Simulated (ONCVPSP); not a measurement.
**An ONCV potential for titanium, from input to tests**

Do these settings give a usable potential? It is generated, then checked for transferability, scattering, ghosts and hardness.

The numbers are computed with ONCVPSP 4.0.1 (PBE, scalar-relativistic, spin-unpolarised reference atom).

**1. Settings**

The settings as typed:

- element: titanium (Ti, Z = 22)
- type: optimised norm-conserving Vanderbilt (ONCV)
- frozen core: [Ar]
- valence charge: 4
- reference configuration: 3d2 4s2
- partial waves: 4s: rc 2.95 bohr, ncon 3, nbas 6, qcut 2.7 1/bohr, 2 projectors, debl 0.8 Ha; p scattering state at 0.2 Ha: rc 2.70 bohr, ncon 3, nbas 6, qcut 2.4 1/bohr, 3 projectors, debl 0.8 Ha; 3d: rc 1.35 bohr, ncon 4, nbas 9, qcut 12.9 1/bohr, 2 projectors, debl 1.8 Ha
- local potential: polynomial inside 1.10 bohr (lpopt 5, dvloc0 2 Ha)
- core correction: not asked for

The outer shells as boxes (Hund's rule for the drawing; the calculation is spin-unpolarised):

```
[Ar] core
3d [↑ ][↑ ][  ][  ][  ]
4s [↑↓]
```

The nodes and maxima of the atom's own shells, from an earlier all-electron run, set the scale for the radii.

All-electron outer shells of the reference configuration (PBE, scalar-relativistic, ld1.x):

```csv
shell,level (eV),outermost node (bohr),outermost maximum (bohr)
3p,-38.86,0.37,0.90
4s,-4.47,1.24,2.92
3d,-4.26,–,0.98
4p,-1.47,1.39,3.80
```

**2. The generation run**

Contents of Ti.dat:

```
# ATOM AND REFERENCE CONFIGURATION
# atsym  z   nc   nv     iexc    psfile
  Ti 22.00    5    2        4      upf
#
#   n    l    f
    1    0    2.00
    2    0    2.00
    2    1    6.00
    3    0    2.00
    3    1    6.00
    3    2    2.00
    4    0    2.00
#
# PSEUDOPOTENTIAL AND OPTIMIZATION
# lmax
    2
#
#   l,   rc,      ep,       ncon, nbas, qcut
    0    2.95    0.00    3    6    2.70
    1    2.70    0.20    3    6    2.40
    2    1.35    0.00    4    9   12.90
#
# LOCAL POTENTIAL
# lloc, lpopt,  rc(5),   dvloc0
    4    5    1.10    2.00
#
# VANDERBILT-KLEINMAN-BYLANDER PROJECTORs
# l, nproj, debl
    0    2    0.80
    1    3    0.80
    2    2    1.80
#
# MODEL CORE CHARGE
# icmod, fcfact, rcfact
    0    0.00    0.00
#
# LOG DERIVATIVE ANALYSIS
# epsh1, epsh2, depsh
   -2.00    5.00    0.02
#
# OUTPUT GRID
# rlmax, drl
    6.00    0.01
#
# TEST CONFIGURATIONS
# ncnf
    4
# nvcnf
#   n    l    f
    2
    3    2    2.00
    4    0    1.00
#
    2
    3    2    2.00
    4    0    0.00
#
    2
    3    2    1.00
    4    0    0.00
#
    2
    3    2    3.00
    4    0    0.00
#
```

On the command line:

```sh
oncvpsp.x < Ti.dat > Ti.out
```

What does the calculation give? Wanted: cutoffs for 1 and 0.1 mHa per electron, occupied waves; bound ghosts; GHOST(+) flags; largest test error; largest phase difference near zero energy, channels read; projector energies reset by the program.

**Answer**, as computed:

| quantity | value |
| --- | --- |
| cutoffs for 1 and 0.1 mHa per electron, occupied waves | 52 Ha and 62 Ha |
| bound ghosts | s at -65.64 eV, p at -348.79 eV |
| GHOST(+) flags | p at 57 eV, p at 218 eV |
| largest test error (AE − PS) | +433 meV, for 3d1 4s0 |
| largest phase difference near zero energy, channels read | 0.004 rad |
| projector energies reset by the program | p: 0.050, 0.850, 1.650 Ha |

What this shows: It has a bound ghost (s, p), a state that the atom doesn't have, and that rules the file out. Close by lies the frozen 3s level (-62.6 eV). By total energies transferability is poor: the largest error is 433 meV on 47.9 eV, for 3d1 4s0. That test lies far up in energy; among those under 40 eV, nearer to bonding, the largest error is 207 meV. By its cutoff, 52 Ha for the looser tolerance, it is hard. At the looser tolerance the 3d wave is the slowest; 4s needs 2 Ha. Near zero energy the phases of the channels with partial waves agree within 0.004 rad. The program also flags highly localised states, GHOST(+) (p). All of this concerns the isolated atom, not yet a solid.
